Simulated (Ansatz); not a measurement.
# Ta: the cost of one run

Program: Ansatz 0.2.0. Level of theory: DFT PBEsol, scalar-relativistic, plane waves, PAW. These are calculated values, not measurements.

### Step 1. The starting structure

It takes space group P6_3/mmc (No. 194, hexagonal). Conventional cell: a = 2.900 Å, b = 2.900 Å, c = 5.166 Å, α = 90.00°, β = 90.00°, γ = 120.00°. Ta (site symmetry -6m2) has 12 Ta at 2.90 to 3.08 Å as nearest neighbours.

Structure file:

```cif
data_structure
_symmetry_space_group_name_H-M 'P6_3/mmc'
_symmetry_Int_Tables_number 194
_cell_length_a 2.9004
_cell_length_b 2.9004
_cell_length_c 5.1663
_cell_angle_alpha 90.000
_cell_angle_beta 90.000
_cell_angle_gamma 120.000
_cell_volume 37.64
loop_
_atom_site_label
_atom_site_type_symbol
_atom_site_symmetry_multiplicity
_atom_site_Wyckoff_symbol
_atom_site_fract_x
_atom_site_fract_y
_atom_site_fract_z
_atom_site_occupancy
Ta1 Ta 2 c 0.66667 0.33333 0.75000 1
```

It goes back to an entry of the Materials Project, which need not be the stable form.

The cell is taken as given, not relaxed at this level.

### Step 2. Zero of energy

Reference values: F = -19612.3863 eV; pressure -7.08 GPa; largest force 0.000 eV/Å; gap on the mesh none (metal). It was computed beforehand with the settings of the runs below.

### Step 3. The scan: an axial (c/a) deformation path

At fixed volume and fractional coordinates, lengths along (0.000, 0.000, 1.000) are scaled against those across it; ρ is that ratio over its starting value.

### Step 4. ρ = 0.850

File input.yaml:

```yaml
crystal:
  lattice:
    - [3.0618276416, 0.0, 0.0]
    - [-1.5309138208, 2.6516205196, 0.0]
    - [0.0, 0.0, 4.6357860716]
  atoms:
    - { symbol: Ta, position: [0.6666666667, 0.3333333333, 0.75] }
    - { symbol: Ta, position: [0.3333333333, 0.6666666667, 0.25] }
basis:
  ecutwfc: 420
kpoints:
  mp_grid: { grid: [24, 24, 10] }
hamiltonian:
  xc: pbesol
scf:
  occupations: { method: gaussian, width: 0.15 }
output:
  forces: true
  stress: true
  eigenvalues: true
```

Run with:

```console
> ansatz run input.yaml --threads 1 --pin off --max-ram 2560MiB --backend cpu --events-out ev --progress --plain --runs-dir out
```

Q: Estimate wall time and peak memory on 1 thread of Arm Neoverse V2, shared host.

About 7.8 s, with a peak of 0.45 GiB.
